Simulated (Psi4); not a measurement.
**GeHF (SMILES [F][GeH]) at B3LYP/6-31G(d) (Cartesian functions)**

What is the energy change on altering one bond length of GeHF at B3LYP/6-31G* (Cartesian functions)? 

The results are computed with Psi4 1.11.

### 1 The molecule

GeHF: 3 atoms, total charge 0, spin state singlet. As SMILES, `[F][GeH]`. Geometry: relaxed at PBE0-D4/def2-TZVP.

Bond lengths: F1–Ge2 1.757 Å, Ge2–H3 1.609 Å. Angles: F1–Ge2–H3 94.2°.

### 2 Energy and forces at B3LYP/6-31G(d) (Cartesian functions)

File job.inp:

```
memory 1600 MB

molecule molecule1 {
  0 1
  F      0.672100     1.012600     0.469700
  Ge    -0.657900     0.195200    -0.335600
  H     -0.025200    -1.272700    -0.147400
  symmetry c1
  no_reorient
  no_com
}

set globals {
  puream false
  e_convergence 1e-09
  d_convergence 1e-08
  scf_type pk
  dft_radial_points 99
  dft_spherical_points 590
}

gradient('b3lyp/6-31G*')
```

Launch:

```
$ psi4 job.inp job.out -n 1
```

job.out:

```text
[...]
  Running in c1 symmetry.
[...]
  Nuclear repulsion =   99.212640357430828
[...]
  Multiplicity = 1
[...]
  Nalpha       = 21
  Nbeta        = 21
[...]
    Number of basis functions: 52
[...]
   @RKS iter   1: -2175.83026324668299   -2.27969e+00   5.50182e-02 DIIS/ADIIS
[...]
   @RKS iter  11: -2177.21005860999958   -4.54747e-13   3.63861e-09 DIIS
[...]
    Orbital Energies [Eh]
    ---------------------
    Doubly Occupied:
       1A   -398.782995     2A    -49.838327     3A    -44.364860
       4A    -44.362411     5A    -44.361061     6A    -24.665204
       7A     -6.262204     8A     -4.438327     9A     -4.431522
      10A     -4.425862    11A     -1.248257    12A     -1.238419
      13A     -1.233854    14A     -1.233495    15A     -1.227836
      16A     -1.122528    17A     -0.531417    18A     -0.405333
      19A     -0.393836    20A     -0.379152    21A     -0.253202
[...]
  @RKS Final Energy: -2177.21005860999958
   => Energetics <=
    Nuclear Repulsion Energy =             99.2126403574308284
    One-Electron Energy =               -3231.5041224778501601
    Two-Electron Energy =                1027.4126974341174900
    DFT Exchange-Correlation Energy =     -72.3312739236977933
    Empirical Dispersion Energy =           0.0000000000000000
    VV10 Nonlocal Energy =                  0.0000000000000000
    Total Energy =                      -2177.2100586099995780
[...]
 Multipole Moments:
 ------------------------------------------------------------------------------------
     Multipole            Electronic (a.u.)      Nuclear  (a.u.)        Total (a.u.)
 ------------------------------------------------------------------------------------
 L = 1.  Multiply by 2.5417464519 to convert [e a0] to [Debye]
 Dipole X            :         27.9112623          -28.4008829           -0.4896207
 Dipole Y            :        -26.9320905           26.6207609           -0.3113296
 Dipole Z            :         12.2867002          -12.5842532           -0.2975530
 Magnitude           :                                                    0.6520677
[...]
  -Total Gradient:
     Atom            X                  Y                   Z
    ------   -----------------  -----------------  -----------------
       1       -0.002190797036    -0.002796764602    -0.001478736101
       2        0.003001951989    -0.002138684545     0.001399506898
       3       -0.000813077719     0.004934956080     0.000078137255
[...]
```

Wall time 4.8 s (1 thread of Intel Xeon 6975P-C (Granite Rapids), shared host); peak memory 0.44 GiB.

### 3 The distorted shape, same level

File job.dat:

```
memory 1600 mb

molecule {
  0 1
  F      2.268129     1.993498     1.436077
  Ge    -0.657900     0.195200    -0.335600
  H     -0.025200    -1.272700    -0.147400
  symmetry c1
}

set globals {
  basis 6-31G*
  reference rks
  puream false
  e_convergence 1e-09
  d_convergence 1e-08
  scf_type pk
  dft_radial_points 99
  dft_spherical_points 590
}

gradient("b3lyp")
print_variables()
```

Launch:

```
$ psi4 -n 1 job.dat job.out
```

job.out:

```text
[...]
  Running in c1 symmetry.
[...]
  Nuclear repulsion =   51.067051776732654
[...]
  Multiplicity = 1
[...]
  Nalpha       = 21
  Nbeta        = 21
[...]
    Number of basis functions: 52
[...]
   @RKS iter   1: -2175.55835881009534   -2.42725e+00   5.50402e-02 ADIIS/DIIS
[...]
   @RKS iter  74: -2177.01403637180829   -1.36424e-12   4.12650e-09 DIIS
[...]
    Orbital Energies [Eh]
    ---------------------
    Doubly Occupied:
       1A   -398.864917     2A    -49.919955     3A    -44.446262
       4A    -44.444832     5A    -44.442255     6A    -24.530723
       7A     -6.340423     8A     -4.516023     9A     -4.510702
      10A     -4.502725    11A     -1.317193    12A     -1.316594
      13A     -1.310113    14A     -1.305928    15A     -1.305589
      16A     -0.954607    17A     -0.568749    18A     -0.340667
      19A     -0.229187    20A     -0.228897    21A     -0.227321
[...]
  @RKS Final Energy: -2177.01403637180829
   => Energetics <=
    Nuclear Repulsion Energy =             51.0670517767326544
    One-Electron Energy =               -3134.0348113653303699
    Two-Electron Energy =                 978.1902290467899093
    DFT Exchange-Correlation Energy =     -72.2365058300001408
    Empirical Dispersion Energy =           0.0000000000000000
    VV10 Nonlocal Energy =                  0.0000000000000000
    Total Energy =                      -2177.0140363718082881
[...]
 Multipole Moments:
 ------------------------------------------------------------------------------------
     Multipole            Electronic (a.u.)      Nuclear  (a.u.)        Total (a.u.)
 ------------------------------------------------------------------------------------
 L = 1.  Multiply by 2.5417464519 to convert [e a0] to [Debye]
 Dipole X            :         -6.7154071            3.9297810           -2.7856261
 Dipole Y            :         -1.7688663            0.1923916           -1.5764747
 Dipole Z            :          0.0000000            0.0000000            0.0000000
 Magnitude           :                                                    3.2007789
[...]
  -Total Gradient:
     Atom            X                  Y                   Z
    ------   -----------------  -----------------  -----------------
       1        0.018449636934     0.010295462216     0.000000000535
       2       -0.017210045809    -0.010244574984    -0.000000000688
       3       -0.001238766611    -0.000051343194     0.000000000152
[...]
```

Run time: 13 s. Hardware: 1 thread of Intel Xeon 6975P-C (Granite Rapids), shared host; peak memory 0.4 GiB.

### 4 Summary of results

At B3LYP/6-31G* (Cartesian functions):

```
                                                          quantity           value
                                         first shape: total energy  -2177.21006 Eh
                                        first shape: dipole moment          1.66 D
                                          first shape: HOMO energy        -6.89 eV
                                          first shape: LUMO energy        -2.92 eV
                                        first shape: HOMO–LUMO gap         3.97 eV
                             first shape: largest force on an atom      0.257 eV/Å
                                     distorted shape: total energy  -2177.01404 Eh
                                    distorted shape: dipole moment          8.14 D
                                      distorted shape: HOMO energy        -6.19 eV
                                      distorted shape: LUMO energy        -5.00 eV
                                    distorted shape: HOMO–LUMO gap         1.19 eV
                         distorted shape: largest force on an atom      1.086 eV/Å
energy change with the F1–Ge2 bond stretched from 1.757 to 3.865 Å        5.334 eV
```

In words: One bond (distorted shape) is far stretched, which a spin-restricted single reference describes badly; a broken-symmetry solution may lie lower. With the F1–Ge2 bond stretched from 1.757 to 3.865 Å the energy rises by 5.33 eV (123 kcal/mol). The first shape isn't relaxed at this level, so the change isn't measured from a minimum. A restricted reference can't describe the breaking bond well at this length. The largest force (first shape) is 0.26 eV/Å: the shape isn't a stationary point for this species at this level.
